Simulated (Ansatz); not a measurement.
# CH6ClGeNO: the cost of one run

Computed with Ansatz 0.2.0, Gaussian basis. Level: functionals in def2-TZVPP, the program's frozen cores in correlated methods.

Plan: PBE-D4, r2SCAN-D4, PBE0-D4, B3LYP-D4, ωB97X-V, ωB97M-V, B2PLYP; CCSD(T)/def2-TZVPP; MP2/def2-QZVPP; extrapolation to the limit.

## Step 1: The geometry

An earlier PBE0-D4 in a triple-zeta def2 set relaxation fixed the geometry.

SMILES `[NH2][GeH]([OH])[CH2]Cl`, 11 atoms, charge 0, spin multiplicity 1.

Atoms are counted from 1 here; the program's logs count them from 0.

Bond lengths: N1–Ge2 1.826 Å, N1–H6 1.010 Å, N1–H7 1.010 Å, Ge2–O3 1.779 Å, Ge2–C4 1.960 Å, Ge2–H8 1.538 Å, O3–H9 0.960 Å, C4–Cl5 1.782 Å, C4–H10 1.089 Å, C4–H11 1.089 Å. Angles: Ge2–N1–H6 114.9°, Ge2–N1–H7 115.9°, H6–N1–H7 109.1°, N1–Ge2–O3 107.4°, N1–Ge2–C4 115.6°, N1–Ge2–H8 107.3°, O3–Ge2–C4 102.0°, O3–Ge2–H8 112.7°, C4–Ge2–H8 111.9°, Ge2–O3–H9 111.6°, Ge2–C4–Cl5 109.4°, Ge2–C4–H10 111.4°, Ge2–C4–H11 110.9°, Cl5–C4–H10 108.1°, Cl5–C4–H11 108.1°, H10–C4–H11 108.8°.

Coordinates:

| atom | x (Å) | y (Å) | z (Å) |
| --- | --- | --- | --- |
| N1 | 0.01423 | 0.40333 | 1.72477 |
| Ge2 | 0.58706 | -0.12270 | 0.07258 |
| O3 | 0.70691 | -1.89755 | 0.09247 |
| C4 | -0.67319 | 0.18246 | -1.39679 |
| Cl5 | -0.97234 | 1.93141 | -1.56662 |
| H6 | 0.25026 | 1.35321 | 1.97350 |
| H7 | -0.96257 | 0.24150 | 1.92488 |
| H8 | 1.94060 | 0.56188 | -0.18055 |
| H9 | 1.07873 | -2.21770 | 0.91799 |
| H10 | -0.27814 | -0.18602 | -2.34234 |
| H11 | -1.62615 | -0.30672 | -1.19938 |

## Step 2: PBE-D4 (GGA)

Contents of in.yaml:

```yaml
crystal:
  periodic: [false, false, false]
  atoms:
    - {symbol: N, position_ang: [0.014226, 0.403331, 1.724772]}
    - {symbol: Ge, position_ang: [0.587058, -0.122699, 0.072578]}
    - {symbol: O, position_ang: [0.706912, -1.897550, 0.092467]}
    - {symbol: C, position_ang: [-0.673194, 0.182460, -1.396788]}
    - {symbol: Cl, position_ang: [-0.972341, 1.931412, -1.566615]}
    - {symbol: H, position_ang: [0.250258, 1.353209, 1.973499]}
    - {symbol: H, position_ang: [-0.962571, 0.241497, 1.924877]}
    - {symbol: H, position_ang: [1.940602, 0.561885, -0.180550]}
    - {symbol: H, position_ang: [1.078735, -2.217703, 0.917988]}
    - {symbol: H, position_ang: [-0.278136, -0.186025, -2.342345]}
    - {symbol: H, position_ang: [-1.626150, -0.306717, -1.199383]}
basis:
  gaussian: {orbitals: def2-TZVPP}
hamiltonian: {xc: pbe, dispersion: d4}
output: {forces: true, orbitals: {seedname: orbitals}}
```

Command:

```
> ansatz run in.yaml --threads 2 --pin off --events-out ev --progress --plain --max-ram 32768MiB --backend cpu
```

What time and memory should one allow on 2 threads of AMD EPYC 7R13, shared host?

About 4.7 s, with a peak of 0.42 GiB.
